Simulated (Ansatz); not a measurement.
# Al8HC: the cost of one run

Program: Ansatz 0.2.0. Level of theory: DFT PBEsol, scalar-relativistic, plane waves, PAW. These are calculated values, not measurements.

3 further runs of the same task are left out: 1 that didn't finish, 2 set aside as unsound or not needed. Runs told in other sessions of the task aren't counted.

## Step 1: Starting point

It takes space group P3m1 (No. 156, trigonal). The conventional cell has a = 2.836 Å, b = 2.836 Å, c = 33.314 Å, α = 90.00°, β = 90.00°, γ = 120.00°. Al (site symmetry 3m) has 9 Al at 2.84 to 2.85 Å in its first shell of neighbours. Around Al (site symmetry 3m) lie 12 Al at 2.84 to 2.85 Å. Al (site symmetry 3m) is surrounded by 12 Al at 2.83 to 2.85 Å. Around Al (site symmetry 3m) lie 12 Al at 2.83 to 2.86 Å. Around Al (site symmetry 3m) lie 12 Al at 2.84 to 2.86 Å. Al (site symmetry 3m) is surrounded by 12 Al at 2.84 to 2.89 Å. Al (site symmetry 3m) is surrounded by 9 Al at 2.84 to 2.89 Å.

Structure file:

```
CELL_PARAMETERS angstrom
2.83628 0.00000 0.00000
-1.41814 2.45629 0.00000
0.00000 0.00000 33.31376
ATOMIC_POSITIONS crystal
Al 0.33333 0.66667 0.25515
Al 0.00000 0.00000 0.32511
Al 0.66667 0.33333 0.39506
Al 0.00000 0.00000 0.46502
Al 0.33333 0.66667 0.53442
Al 0.00000 0.00000 0.60468
Al 0.66667 0.33333 0.67502
Al 0.00000 0.00000 0.74640
```

Miller indices refer to the conventional cell of the relaxed bulk, P6_3/mmc (No. 194): a = 2.836 Å, b = 2.836 Å, c = 9.322 Å, α = 90.00°, β = 90.00°, γ = 120.00°.

It is a (001) slab, 16.3 Å thick as cut, with 17 Å of vacuum; its outer planes are Al (top) and Al (bottom). An earlier relaxation, lower half held, gave -4195.4810 eV, work function 4.19 eV (top face), 4.23 eV (bottom face).

## Step 2: CH put at a top (Al) site

input.yaml

```yaml
crystal:
  lattice:
    - [2.8362844922, 0.0, 0.0]
    - [-1.4181422461, 2.4562944226, 0.0]
    - [0.0, 0.0, 36.4137615421]
  atoms:
    - { symbol: Al, position: [0.3333333333, 0.6666666667, 0.2334282327] }
    - { symbol: Al, position: [0.0, 0.0, 0.2974297877] }
    - { symbol: Al, position: [0.6666666667, 0.3333333333, 0.3614313427] }
    - { symbol: Al, position: [0.0, 0.0, 0.4254328977] }
    - { symbol: Al, position: [0.3333333333, 0.6666666667, 0.488926516] }
    - { symbol: Al, position: [0.0, 0.0, 0.5532053935] }
    - { symbol: Al, position: [0.6666666667, 0.3333333333, 0.617555792] }
    - { symbol: Al, position: [0.0, 0.0, 0.6828598331] }
    - { symbol: C, position: [0.0, 0.0, 0.7372348802] }
    - { symbol: H, position: [0.0, 0.0, 0.7674432397] }
basis:
  ecutwfc: 420
kpoints:
  mp_grid: { grid: [12, 12, 1] }
hamiltonian:
  xc: pbesol
scf:
  occupations: { method: gaussian, width: 0.1 }
output:
  forces: true
  eigenvalues: true
  write_density: true
  write_potential: true
  elf: true
  volumetric_format: npy
relax:
  adjacent_minimum: "off"
  f_tol: 0.03
  max_steps: 70
  constraints: [{ sites: [0, 1, 2, 3] }]
efield:
  axis: 3
  dipole_correction: true
  ramp_width: 0.04
```

Command:

```
> ansatz run input.yaml --threads 2 --pin off --max-ram 5120MiB --backend cpu --events-out ev --progress --plain --runs-dir out
```

**Question.** How long does this run take on 2 threads of Intel Xeon at 2.70GHz, shared host, and how much memory does it need?

About 37 s, with a peak of 0.53 GiB.
